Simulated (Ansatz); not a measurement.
Crystal: PtSe.

```
Pt Se
1.0
     3.70187    0.00000    0.00000
    -1.85094    3.20591    0.00000
     0.00000    0.00000    3.61284
Pt Se
1 1
Direct
  0.00000 0.00000 0.00000
  0.66667 0.33333 0.50000
```

The cell comes from a database or a generator and needn't be the stable form of this composition.

```yaml
Program: Ansatz 0.2.0
Task: relaxation of cell and atoms
Functional: BLYP
Potentials_or_basis: Ansatz PAW
Cutoff: "420 eV (not typed: the program's choice for these potentials)"
k_mesh: 8 × 8 × 7
Occupations: fermi-dirac, width 0.05 eV
Spin: no spin polarisation
```

At the start: volume 21.44 Å³/atom.

Q: How do energy, volume and symmetry change on relaxing?

A: It ends after 7 steps and the volume is 20.69 Å³/atom (-3.5 %); space group P-6m2 (No. 187, to 0.05 Å).

The path:
| step | energy change (eV) | largest force (eV/Å) | volume (Å³) |
| --- | --- | --- | --- |
| 1 | 0.0000 | 0.0000 | 42.88 |
| 2 | -0.0336 | 0.0000 | 39.55 |
| 3 | -0.0579 | 0.0000 | 41.09 |
| 4 | -0.0633 | 0.0000 | 41.34 |
| 5 | -0.0641 | 0.0000 | 41.41 |
| 6 | -0.0642 | 0.0000 | 41.39 |
| 7 | -0.0638 | 0.0000 | 41.39 |

Final structure:
```
CELL_PARAMETERS angstrom
3.81089 0.00000 0.00000
-1.90544 3.30033 0.00000
0.00000 0.00000 3.29071
ATOMIC_POSITIONS crystal
Pt 0.00000 0.00000 0.00000
Se 0.66667 0.33333 0.50000
```

Caveat: the plane-wave basis is chosen anew once the cell has moved, so the energies of steps on either side of that aren't comparable; the PAW data sets come from PBE, with cores solved anew for the run's functional, which leaves a small shift of forces and pressure.
